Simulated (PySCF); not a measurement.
# RuF₂: singlet, from a bent start

Aim: relax RuF₂ as a singlet from a bent start, check by its vibrations whether the end is a minimum, and collect its spectrum and constants.

Method: PBE0, basis Ru def2-TZVP with ECP28, F def2-TZVP, scalar-relativistic core potentials, no spin–orbit coupling, density fitting; program: PySCF 2.14.0.

**1. The starting structure**

3 atoms, charge 0, spin multiplicity 1.

Bond lengths: Ru1–F2 1.890 Å, Ru1–F3 1.890 Å. Angles: F2–Ru1–F3 110.0°.

```xyz
3
charge 0 multiplicity 1
Ru    0.0000    0.0000    0.0000
F     1.5482    0.0000    1.0841
F    -1.5482    0.0000    1.0841
```

**2. First SCF at the start**

One driver script runs all steps and calls PySCF; scf.py shows how it sets up the SCF of each step. The optimiser is the driver's own. After this first run the driver tries any further starts and a stability analysis.

File scf.py:

```python
from pyscf import gto, scf, dft
mol = gto.M(atom='''
Ru     0.000000     0.000000     0.000000
F      1.548200     0.000000     1.084100
F     -1.548200     0.000000     1.084100''',
    basis={'Ru': 'def2-TZVP', 'F': 'def2-TZVP'},
    ecp={'Ru': 'def2-TZVP'},
    charge=0, spin=0)
mf = dft.RKS(mol, xc='PBE0')
mf.grids.atom_grid = (50, 194)
aux = {'Ru': 'def2-universal-JKFIT', 'F': 'def2-universal-JKFIT'}
mf = mf.density_fit(auxbasis=aux)
mf.conv_tol = 1e-08
mf.diis_space = 10
mf.max_cycle = 60
mf.init_guess = 'minao'
mf.verbose = 4
mf.kernel()
```

The run is started by

```sh
$ OMP_NUM_THREADS=2 python axn.py task.json out
```

The program printed, cut to the lines that bear on the results:

```text
[... the frontier levels of the middle cycles are left out ...]
init E= -286.507521792057
  HOMO = -0.622904871927015  LUMO = -0.597195625275937  gap/eV = 0.69958
cycle= 1 E= -294.201034297099  delta_E= -7.69  |g|=    1  |ddm|= 3.97
  HOMO = -0.0730161922614304  LUMO = -0.0682529706484504  gap/eV = 0.12961
cycle= 2 E= -293.92210253883  delta_E= 0.279  |g|= 1.51  |ddm|= 1.77
  HOMO = -0.273836145243769  LUMO = -0.194394621425356  gap/eV = 2.16171
cycle= 3 E= -294.371177857498  delta_E= -0.449  |g|= 0.315  |ddm|= 1.32
cycle= 4 E= -294.381760132389  delta_E= -0.0106  |g|= 0.22  |ddm|= 0.237
cycle= 5 E= -294.389854067216  delta_E= -0.00809  |g|= 0.0274  |ddm|= 0.12
cycle= 6 E= -294.390066149631  delta_E= -0.000212  |g|= 0.0101  |ddm|= 0.0305
cycle= 7 E= -294.390139169207  delta_E= -7.3e-05  |g|= 0.00455  |ddm|= 0.0238
cycle= 8 E= -294.390168785545  delta_E= -2.96e-05  |g|= 0.00165  |ddm|= 0.0212
cycle= 9 E= -294.390175487764  delta_E= -6.7e-06  |g|= 0.000642  |ddm|= 0.0122
cycle= 10 E= -294.390176401913  delta_E= -9.14e-07  |g|= 0.000222  |ddm|= 0.00467
cycle= 11 E= -294.390176505093  delta_E= -1.03e-07  |g|= 4.85e-05  |ddm|= 0.00255
cycle= 12 E= -294.390176507859  delta_E= -2.77e-09  |g|= 5.94e-06  |ddm|= 0.000352
  HOMO = -0.252171960370035  LUMO = -0.161559349806215  gap/eV = 2.46569
Extra cycle  E= -294.390176507848  delta_E= 1.11e-11  |g|= 1.08e-05  |ddm|= 9.36e-06
converged SCF energy = -294.390176507848
```

This step, with its further starts and checks, ran for 6.5 s (2 threads of Arm Neoverse V1, shared host).

The starts that the driver tried:

| start | energy (Eh) |
| --- | --- |
| the minimal-basis guess | -294.390177 |
| a thermally smeared density | -294.390177 |
| a smeared PBE density | -294.390177 |

The test of internal stability and the other starts found no lower closed-shell solution.

**3. Relaxing the singlet from the bent start**

The program finds C2v symmetry in the start, which this walk keeps.

scf.py: that of step 2 with these lines changed.

```diff
@@ -3,3 +3,3 @@
-Ru     0.000000     0.000000     0.000000
-F      1.548200     0.000000     1.084100
-F     -1.548200     0.000000     1.084100''',
+Ru     0.000000     0.000000    -0.294439
+F      1.548200     0.000000     0.789661
+F     -1.548200     0.000000     0.789661''',
@@ -16 +15,0 @@
-mf.init_guess = 'minao'
```

Energy and gradient, step by step:

| step | energy (Eh) | change (kJ/mol) | largest symmetric gradient (Eh/bohr) |
| --- | --- | --- | --- |
| 0 | -294.390177 | 0.00 | 0.04687 |
| 1 | -294.400787 | -27.86 | 0.02211 |
| 2 | -294.407002 | -44.18 | 0.01180 |
| 3 | -294.407827 | -46.34 | 0.00188 |
| 4 | -294.407872 | -46.46 | 0.00116 |
| 5 | -294.407876 | -46.47 | 0.00021 |
| 6 | -294.407875 | -46.47 | 0.00000 |

The walk took 10 s.

Positions (Å) and forces (eV/Å) along the way:

```
step 0
Ru   0.000   0.000  -0.294   0.000   0.000   2.410
F    1.548   0.000   0.790  -0.590   0.000  -1.205
F   -1.548   0.000   0.790   0.590   0.000  -1.205
step 1
Ru   0.000   0.000  -0.171   0.000   0.000   1.137
F    1.612   0.000   0.728  -0.009   0.000  -0.569
F   -1.612   0.000   0.728   0.009   0.000  -0.569
step 3
Ru   0.000   0.000   0.041   0.000   0.000   0.097
F    1.741   0.000   0.622  -0.002   0.000  -0.048
F   -1.741   0.000   0.622   0.002   0.000  -0.048
step 6
Ru   0.000   0.000   0.069   0.000   0.000   0.000
F    1.754   0.000   0.608   0.000   0.000   0.000
F   -1.754   0.000   0.608   0.000   0.000   0.000
```

It settles in C2v symmetry, 46.5 kJ/mol below the start, after 6 steps: Ru–F 1.835 Å (×2); F–Ru–F 145.8°.

**4. Vibrations and properties at this point**

On the finer grid the gradient is checked again; gradients at displacements of ±0.02 bohr then give force constants and infrared intensities.

scf.py: that of step 3 with these lines changed.

```diff
@@ -3,3 +3,3 @@
-Ru     0.000000     0.000000    -0.294439
-F      1.548200     0.000000     0.789661
-F     -1.548200     0.000000     0.789661''',
+Ru     0.000000     0.000000    -0.138133
+F      1.758392     0.000000     0.388442
+F     -1.758392     0.000000     0.388442''',
@@ -10 +10 @@
-mf.grids.atom_grid = (50, 194)
+mf.grids.atom_grid = (75, 302)
@@ -13 +13 @@
-mf.conv_tol = 1e-08
+mf.conv_tol = 1e-10
```

This SCF starts from the last density.

SCF at the final geometry:

```text
init E= -294.407752307932
  HOMO = -0.24327598920114  LUMO = -0.148822248680162  gap/eV = 2.57022
cycle= 1 E= -294.407752307912  delta_E= 1.99e-11  |g|= 1.23e-05  |ddm|= 9.82e-06
  HOMO = -0.243272883665083  LUMO = -0.148819648302347  gap/eV = 2.57020
cycle= 2 E= -294.40775230781  delta_E= 1.03e-10  |g|= 2.76e-05  |ddm|= 1.88e-05
  HOMO = -0.2432745727777  LUMO = -0.148821174477622  gap/eV = 2.57021
cycle= 3 E= -294.40775230794  delta_E= -1.31e-10  |g|= 1.69e-06  |ddm|= 1.26e-05
  HOMO = -0.24327480031456  LUMO = -0.148821309047282  gap/eV = 2.57021
cycle= 4 E= -294.40775230794  delta_E= -2.27e-13  |g|= 9.79e-08  |ddm|= 9.24e-07
  HOMO = -0.243274771471198  LUMO = -0.148821287855942  gap/eV = 2.57021
Extra cycle  E= -294.40775230794  delta_E= 5.12e-13  |g|= 1.14e-07  |ddm|= 2.47e-07
converged SCF energy = -294.40775230794
```

The whole step took 26 s.

Geometry: C2v; Ru–F 1.836 Å (×2); F–Ru–F 146.7°.

Modes, for the most abundant isotopes:

```csv
symmetry,ω (cm⁻¹),IR (km/mol),type
a1,130,15.2,bend
a1,668,17.7,stretch
b2,685,253,stretch
```

Every mode is real; the point is a minimum.

Constants and moments:

| Property | Result |
| --- | --- |
| Dipole moment | 1.77 D |
| Highest occupied level | -6.62 eV |
| Lowest empty level | -4.05 eV |
| Rotational constants | 2.197, 0.1435, 0.1347 cm⁻¹ |
| Zero-point energy | 8.9 kJ/mol |
| Principal polarisabilities | 17.6, 25.3, 36.1 bohr³ |
| Atomisation energy without zero-point energy | 685 kJ/mol |
| Principal traceless quadrupole moments about the centre of mass | -10.97, 4.15, 6.82 D Å |
| Entropy at 298.15 K and 1 bar | 276.8 J/(mol K) |
| Heat capacity Cp at 298.15 K | 48.6 J/(mol K) |
| Enthalpy at 298.15 K above 0 K | 12.34 kJ/mol |
| Rotational symmetry number | 2 |

Populations by atom (charges in e):

```csv
atom,Mulliken,Löwdin,polar tensor,Mayer order to Ru1
Ru1,0.97,0.57,1.40,–
"F2,3",-0.48,-0.29,-0.70,0.80
```

Mulliken populations on Ru1 (outside its core potential): s 2.10, p 6.13, d 6.79, f 0.02.

**5. A spin-polarised start**

A stability analysis found the closed shell of the lowest minimum unstable towards spin polarisation, so the unrestricted solution is followed.

The program finds C2v symmetry in the start, which may break. Threshold on the gradient: 0.0003 Eh/bohr, with a further test on the energy change.

scf.py: that of step 4 with these lines changed.

```diff
@@ -3,3 +3,3 @@
-Ru     0.000000     0.000000    -0.138133
-F      1.758392     0.000000     0.388442
-F     -1.758392     0.000000     0.388442''',
+Ru     0.000000     0.000000    -0.143016
+F      1.758392     0.000000     0.383558
+F     -1.758392     0.000000     0.383558''',
@@ -9,2 +9,2 @@
-mf = dft.RKS(mol, xc='PBE0')
-mf.grids.atom_grid = (75, 302)
+mf = dft.UKS(mol, xc='PBE0')
+mf.grids.atom_grid = (50, 194)
@@ -13 +13 @@
-mf.conv_tol = 1e-10
+mf.conv_tol = 1e-08
```

Steps of the walk:

| step | energy (Eh) | change (kJ/mol) | largest gradient (Eh/bohr) |
| --- | --- | --- | --- |
| 0 | -294.439037 | 0.00 | 0.00901 |
| 1 | -294.440672 | -4.29 | 0.00898 |
| 2 | -294.443043 | -10.52 | 0.01306 |
| 3 | -294.443692 | -12.22 | 0.00443 |
| 4 | -294.444108 | -13.31 | 0.00147 |
| 5 | -294.444206 | -13.57 | 0.00135 |
| 6 | -294.444223 | -13.62 | 0.00021 |
| 7 | -294.444223 | -13.62 | 0.00004 |

The walk took 20 s.

After 7 steps and 13.6 kJ/mol it ends at D∞h: Ru–F 1.846 Å (×2); F–Ru–F 180.0°.

**6. Is it a minimum? Harmonic modes**

The same treatment as at the point before.

scf.py: that of step 5 with these lines changed.

```diff
@@ -3,3 +3,3 @@
-Ru     0.000000     0.000000    -0.143016
-F      1.758392     0.000000     0.383558
-F     -1.758392     0.000000     0.383558''',
+Ru     0.000000    -0.000000     0.000000
+F      1.846247    -0.000000    -0.000000
+F     -1.846247     0.000000     0.000000''',
@@ -10 +10 @@
-mf.grids.atom_grid = (50, 194)
+mf.grids.atom_grid = (75, 302)
@@ -13 +13 @@
-mf.conv_tol = 1e-08
+mf.conv_tol = 1e-10
```

Log of the central SCF (cycles and frontier levels):

```text
init E= -294.4442651321
[... the frontier-level lines of each cycle are left out ...]
cycle= 1 E= -294.444265132106  delta_E= -6.03e-12  |g|= 2e-06  |ddm|= 4.56e-06
Extra cycle  E= -294.444265132106  delta_E= 1.71e-13  |g|= 2.92e-06  |ddm|= 3.57e-06
converged SCF energy = -294.444265132106  <S^2> = 1.8515261  2S+1 = 2.8993282
```

The whole step ran for 41 s (2 threads of Arm Neoverse V1, shared host).

Geometry: D∞h; Ru–F 1.846 Å (×2); F–Ru–F 180.0°.

Harmonic modes (main isotopes):

```tsv
ω (cm⁻¹)	IR (km/mol)	type
90	16.2	bend
156	14.1	bend
603	0.0	stretch
698	269	stretch
```

All wavenumbers are real: a minimum.

Here the density breaks the symmetry of the frame, and no labels are given; pairs that should be degenerate can split.

Constants and moments:

- Dipole moment: 0.00 D
- Highest occupied level: -7.76 eV
- Lowest empty level: -3.93 eV
- Rotational constants: 0.1302 cm⁻¹
- Zero-point energy: 9.3 kJ/mol
- Principal polarisabilities: 23.8, 24.6, 38.7 bohr³
- Atomisation energy without zero-point energy: 781 kJ/mol
- Principal traceless quadrupole moments about the centre of mass: -12.10, 5.95, 6.15 D Å
- Entropy at 298.15 K and 1 bar: 263.6 J/(mol K)
- Heat capacity Cp at 298.15 K: 53.0 J/(mol K)
- Enthalpy at 298.15 K above 0 K: 13.03 kJ/mol
- Rotational symmetry number: 2
- Spin squared ⟨S²⟩: 1.852

Populations by atom (charges in e):

```
atom  Mulliken  Löwdin  polar tensor  spin (Mulliken)  Mayer order to Ru1
 Ru1      0.98    0.63          1.36             0.00                   –
F2,3     -0.49   -0.31         -0.68             0.00                0.83
```

Mulliken populations on Ru1 (outside its core potential): s 2.45, p 6.14, d 6.41, f 0.02.

**7. All stationary points**

| spin | group | bonds | imaginary modes (cm⁻¹) | ΔE (kJ/mol) | with zero-point energy |
| --- | --- | --- | --- | --- | --- |
| broken-symmetry (Ms = 0) | D∞h (density of lower symmetry) | Ru–F 1.846 Å (×2) | none | 0.0 | 0.0 |
| singlet | C2v | Ru–F 1.836 Å (×2) | none | 95.9 | 95.5 |

**8. Results**

| quantity | value |
| --- | --- |
| minimum | broken-symmetry (Ms = 0), D∞h |
| geometry | Ru–F 1.846 Å (×2); F–Ru–F 180.0° |
| wavenumbers (cm⁻¹) | 90, 156, 603, 698 |
| dipole moment | 0.00 D |
| highest occupied, lowest empty level (either spin) | -7.76, -3.93 eV |
| polar-tensor charge of Ru1 | +1.36 e |
| zero-point energy | 9.3 kJ/mol |
| entropy at 298.15 K | 263.6 J/(mol K) |
| atomisation energy (no zero-point energy) | 781 kJ/mol |
| ⟨S²⟩ | 1.852 |

From C2v at the start the molecule goes to a D∞h minimum. The determinant is spin-contaminated (⟨S²⟩ = 1.85 against 0.00), so it is no pure spin state. The strongest infrared band lies at 698 cm⁻¹ (stretch). Ru1 has a polar-tensor charge of +1.4 e (a dipole derivative, not a static charge), yet symmetry cancels the bond dipoles. Other starts or spin states, not run here, may lie lower. The SCF density has lower symmetry than the nuclear frame.

The search up to here took 2.3 min.
